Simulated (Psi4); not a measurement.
# Si2H4F2 (SMILES F[SiH2][SiH2]F) at SVWN5/6-31G(d) (spherical functions)

What is the energy change on altering one bond length of Si2H4F2 at SVWN5/6-31G* (spherical functions)? 

The calculation is run with Psi4 1.11.

### 1 The structure to begin with

Si2H4F2: 8 atoms, total charge 0, spin state singlet. As SMILES, `F[SiH2][SiH2]F`. The shape is that of a PBE0-D4/def2-TZVP optimisation. This is one conformer, not always the lowest.

Bond lengths: F1–Si2 1.605 Å, Si2–Si3 2.350 Å, Si3–F4 1.605 Å, Si2–H5 1.485 Å, Si2–H6 1.487 Å, Si3–H7 1.487 Å, Si3–H8 1.485 Å. Some angles: F1–Si2–Si3 110.4°, Si2–Si3–F4 110.4°, F1–Si2–H5 108.0°, F1–Si2–H6 108.1°, Si3–Si2–H5 111.7°, Si3–Si2–H6 109.2°, Si2–Si3–H7 109.2°, Si2–Si3–H8 111.7°, F4–Si3–H7 108.1°, F4–Si3–H8 108.0°.

### 2 Energy and forces at SVWN5/6-31G(d) (spherical functions)

calc.in

```
memory 2200 mb

molecule geom {
  F     -3.65624211     2.27863176    -0.51872982
  Si    -0.67614401     2.13180004     0.02343260
  Si     0.67765579    -2.09684011     0.08333692
  F      0.53101304    -3.29190291    -2.70004069
  H      0.64269585     3.61731375    -1.95964599
  H     -0.18859467     3.29511544     2.53525657
  H      3.35388593    -2.19964121     0.93617032
  H     -0.90158833    -3.66965916     1.78919269
  units au
  symmetry c1
}

set globals {
  basis 6-31G*
  puream true
  e_convergence 1e-09
  d_convergence 1e-08
  scf_type pk
  dft_radial_points 99
  dft_spherical_points 590
}

E, wfn = gradient("scf", dft_functional={"name": "SVWN5", "x_functionals": {"LDA_X": {}}, "c_functionals": {"LDA_C_VWN": {}}}, return_wfn=True)
oeprop(wfn, "QUADRUPOLE", "MAYER_INDICES", "LOWDIN_CHARGES")
```

Command:

```bash
$ psi4 calc.in calc.out -n 1
```

calc.out, shortened:

```text
[...]
  Running in c1 symmetry.
[...]
  Nuclear repulsion =  221.605032025805230
[...]
  Multiplicity = 1
[...]
  Nalpha       = 25
  Nbeta        = 25
[...]
    Number of basis functions: 72
[...]
   @RKS iter   1:  -777.39240096549258   -3.54367e-01   6.72235e-03 ADIIS/DIIS
[...]
   @RKS iter  11:  -777.49984363448243   -6.25278e-12   1.25900e-09 DIIS
[...]
    Orbital Energies [Eh]
    ---------------------
    Doubly Occupied:
       1A    -65.135999     2A    -65.135965     3A    -24.085082
       4A    -24.085059     5A     -5.050140     6A     -5.050105
       7A     -3.493337     8A     -3.493294     9A     -3.489534
      10A     -3.489438    11A     -3.489422    12A     -3.489087
      13A     -1.067947    14A     -1.067287    15A     -0.526586
      16A     -0.482743    17A     -0.405996    18A     -0.397585
      19A     -0.389399    20A     -0.385359    21A     -0.381740
      22A     -0.359008    23A     -0.304289    24A     -0.301072
      25A     -0.256210
[...]
  @RKS Final Energy:  -777.49984363448243
   => Energetics <=
    Nuclear Repulsion Energy =            221.6050320258052295
    One-Electron Energy =               -1525.3279998042676198
    Two-Electron Energy =                 586.8958042104964079
    DFT Exchange-Correlation Energy =     -60.6726800665164561
    Empirical Dispersion Energy =           0.0000000000000000
    VV10 Nonlocal Energy =                  0.0000000000000000
    Total Energy =                       -777.4998436344824313
[...]
  -Total Gradient:
     Atom            X                  Y                   Z
    ------   -----------------  -----------------  -----------------
       1        0.008386340588    -0.000368618616     0.001357665422
       2       -0.002799322319     0.010029440225    -0.000289145850
       3        0.003009105211    -0.009958560004     0.000575149280
       4        0.000269569014     0.003259003997     0.007825919147
       5       -0.004062849773    -0.002954220264     0.004010137274
       6       -0.002353289852    -0.002199161008    -0.005695773487
       7       -0.005806730304    -0.000536714054    -0.002982553361
       8        0.003379302463     0.002736276303    -0.004777796056
[...]
 Multipole Moments:
 ------------------------------------------------------------------------------------
     Multipole            Electronic (a.u.)      Nuclear  (a.u.)        Total (a.u.)
 ------------------------------------------------------------------------------------
 L = 1.  Multiply by 2.5417464519 to convert [e a0] to [Debye]
 Dipole X            :         -3.1198727            3.5828033            0.4629306
 Dipole Y            :         -1.0458014            1.2010570            0.1552556
 Dipole Z            :         -3.3178169            3.8103377            0.4925208
 Magnitude           :                                                    0.6935314
 L = 2.  Multiply by 1.3450342976 to convert [e a0^2] to [Debye ang]
 Quadrupole XX       :       -164.8631399          135.7466381          -29.1165018
 Quadrupole XY       :        138.3684537         -136.8892873            1.4791664
[...]
```

It took 13 s on 1 thread of AMD EPYC 7B13 (Zen 3), shared host; peak memory 0.46 GiB.

### 3 The distorted shape, same level

f2h4si2.xyz

```xyz
8
F2H4Si2
F     -1.809470     1.330620    -0.409878
Si    -0.232470     1.252920    -0.122978
Si     0.483930    -0.984780    -0.091278
F      0.406330    -1.617180    -1.564178
H      0.465430     2.039020    -1.172378
H      0.025530     1.868520     1.206222
H      1.900130    -1.039180     0.360022
H     -0.477100    -1.941900     0.946800
```

job.py

```python
import psi4

psi4.set_memory(2200000000)
psi4.set_num_threads(1)
psi4.set_output_file('psi4.out', False)

with open('f2h4si2.xyz') as f:
    atoms = ''.join(f.readlines()[2:])
mol = psi4.geometry('0 1\n' + atoms + 'symmetry c1\nno_reorient\nno_com')

options = {'basis': '6-31G*', 'puream': True, 'e_convergence': 1e-09, 'd_convergence': 1e-08, 'scf_type': 'pk', 'dft_radial_points': 99, 'dft_spherical_points': 590}
psi4.set_options(options)

e_tot, wfn = psi4.gradient("scf", dft_functional={"name": "SVWN5", "x_functionals": {"LDA_X": {}}, "c_functionals": {"LDA_C_VWN": {}}}, molecule=mol, return_wfn=True)
psi4.oeprop(wfn, "MAYER_INDICES", "DIPOLE", "WIBERG_LOWDIN_INDICES")
print('gradient / Eh bohr^-1')
print(e_tot.np.round(6))
print(f'energy = {wfn.energy():.10f} Eh')
```

Command:

```bash
$ python job.py
```

psi4.out, shortened:

```text
[...]
  Running in c1 symmetry.
[...]
  Nuclear repulsion =  220.650989342530494
[...]
  Multiplicity = 1
[...]
  Nalpha       = 25
  Nbeta        = 25
[...]
    Number of basis functions: 72
[...]
   @RKS iter   1:  -777.38157467300630   -3.89648e-01   6.75970e-03 DIIS/ADIIS
[...]
   @RKS iter  12:  -777.49023526893222   -1.13687e-13   1.81955e-09 DIIS
[...]
  @RKS Final Energy:  -777.49023526893222
   => Energetics <=
    Nuclear Repulsion Energy =            220.6509893425304938
    One-Electron Energy =               -1523.2729074936028155
    Two-Electron Energy =                 585.7549735515706288
    DFT Exchange-Correlation Energy =     -60.6232906694304958
    Empirical Dispersion Energy =           0.0000000000000000
    VV10 Nonlocal Energy =                  0.0000000000000000
    Total Energy =                       -777.4902352689322242
[...]
  -Total Gradient:
     Atom            X                  Y                   Z
    ------   -----------------  -----------------  -----------------
       1        0.007665894964    -0.000315905497     0.001389906005
       2       -0.001105521903     0.009773421545    -0.000870426803
       3        0.029966570511     0.016140801769    -0.027779795743
       4        0.000353966660     0.003309625428     0.006402227498
       5       -0.004216850757    -0.002600705649     0.004174517839
       6       -0.002525273943    -0.001828362528    -0.005576736135
       7       -0.005455602377     0.000449423800    -0.003244179346
       8       -0.024661889519    -0.024924704417     0.025526343524
[...]
 Multipole Moments:
 ------------------------------------------------------------------------------------
     Multipole            Electronic (a.u.)      Nuclear  (a.u.)        Total (a.u.)
 ------------------------------------------------------------------------------------
 L = 1.  Multiply by 2.5417464519 to convert [e a0] to [Debye]
 Dipole X            :         14.1238603          -13.5943685            0.5294918
 Dipole Y            :         -3.7233817            3.9710327            0.2476510
 Dipole Z            :         37.1234649          -36.7087275            0.4147374
 Magnitude           :                                                    0.7167285
[...]
```

The script printed:

```text
gradient / Eh bohr^-1
[[ 0.007666 -0.000316  0.00139 ]
 [-0.001106  0.009773 -0.00087 ]
 [ 0.029967  0.016141 -0.02778 ]
 [ 0.000354  0.00331   0.006402]
 [-0.004217 -0.002601  0.004175]
 [-0.002525 -0.001828 -0.005577]
 [-0.005456  0.000449 -0.003244]
 [-0.024662 -0.024925  0.025526]]
energy = -777.4902352689 Eh
```

It took 13 s on 1 thread of AMD EPYC 7B13 (Zen 3), shared host; peak memory 0.46 GiB.

### 4 Results

At SVWN5/6-31G* (spherical functions):

| quantity | value |
| --- | --- |
| first shape: total energy | -777.49984 Eh |
| first shape: dipole moment | 1.76 D |
| first shape: HOMO energy | -6.97 eV |
| first shape: LUMO energy | -1.61 eV |
| first shape: HOMO–LUMO gap | 5.36 eV |
| first shape: largest force on an atom | 0.536 eV/Å |
| distorted shape: total energy | -777.49024 Eh |
| distorted shape: dipole moment | 1.82 D |
| distorted shape: HOMO energy | -7.01 eV |
| distorted shape: LUMO energy | -1.68 eV |
| distorted shape: HOMO–LUMO gap | 5.33 eV |
| distorted shape: largest force on an atom | 2.259 eV/Å |
| energy change with the Si3–H8 bond stretched from 1.485 to 1.708 Å | 0.261 eV |

What this shows: With the Si3–H8 bond stretched from 1.485 to 1.708 Å the energy rises by 0.26 eV (6.0 kcal/mol). The first shape isn't relaxed at this level, so the change isn't measured from a minimum. The largest force (first shape) is 0.54 eV/Å: the shape isn't a stationary point for this species at this level.
